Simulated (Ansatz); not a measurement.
## BGeH5S, SMILES B[S][GeH3]: the energy of protonation at one site, step by step

With the Python package of Ansatz (0.2.0).

The script reads `bgeh5s.xyz`:
```text
8

B    -0.82320    0.93790   -1.05940
S     0.85300    0.25630   -1.24270
Ge    0.68610   -0.74810    0.71840
H    -1.73250    0.38760   -1.46650
H    -1.02040    2.02960   -0.57760
H     0.50010    0.32620    1.84090
H     2.06090   -1.51940    1.01310
H    -0.43170   -1.72710    0.71790
```

Interactive session:
```pycon
>>> import ansatz as az
>>> import numpy as np
>>> mol = az.Crystal.molecule_from_extxyz("bgeh5s.xyz")
>>> calculation = (
...     mol.calculation()
...     .basis(gaussian="def2-SVP")
...     .functional("b3lyp", dispersion="d3bj")
... )
>>> symbols = [site.symbol for site in mol.cartesian_sites]
>>> start = np.array([site.position_ang for site in mol.cartesian_sites], dtype=float)
>>> summary = calculation.relax(force_tolerance=0.01).run(threads=1).report
>>> end = np.array(summary["positions_ang"])
>>> # put the proton on the side away from the neighbours, slightly off axis
>>> away = sum((end[1] - end[j]) / np.linalg.norm(end[1] - end[j]) for j in [0, 2]) + np.array([0.15, 0.1, -0.2])
>>> proton = end[1] + 1.4 * away / np.linalg.norm(away)
>>> acid = az.Crystal.molecule()
>>> for symbol, place in zip(symbols, end):
...     acid = acid.atom(symbol, place.tolist())
...
>>> acid = acid.atom("H", proton.tolist())
>>> protonated = acid.calculation()
>>> protonated = protonated.basis(gaussian="def2-SVP")
>>> protonated = protonated.functional("b3lyp", dispersion="d3bj").charge(1)
>>> protonated = protonated.relax(force_tolerance=0.01, max_steps=80)
>>> after = protonated.run(threads=1).report
>>> xyz = np.array(after["positions_ang"])
>>> reach = np.linalg.norm(xyz[:-1] - xyz[-1], axis=1)
>>> print(f"base {summary['free_energy_ev']:.5f} eV, protonated {after['free_energy_ev']:.5f} eV")
base -68103.17162 eV, protonated -68111.33215 eV
>>> print(f"the proton ends {reach.min():.3f} A from {symbols[reach.argmin()]}{reach.argmin()}")
the proton ends 1.358 A from S1
>>> print(f"electronic proton affinity {23.060548 * (summary['free_energy_ev'] - after['free_energy_ev']):.1f} kcal/mol")
electronic proton affinity 188.2 kcal/mol
```

Notes:
- Total energies depend on the basis set; only differences at equal settings carry meaning.
- The proton is put on one chosen atom, which needn't be the most basic site, so the molecule's proton affinity can be higher; the ends are stationary points, not checked by frequencies, and zero-point and thermal terms count only where printed.
- b3lyp holds the VWN-RPA fit, as in Gaussian; the form of ORCA and Turbomole is b3lyp5.
- Wall time of the script: 3.7 min on 1 thread of Arm Neoverse V1 (shared host), peak memory 0.27 GiB.
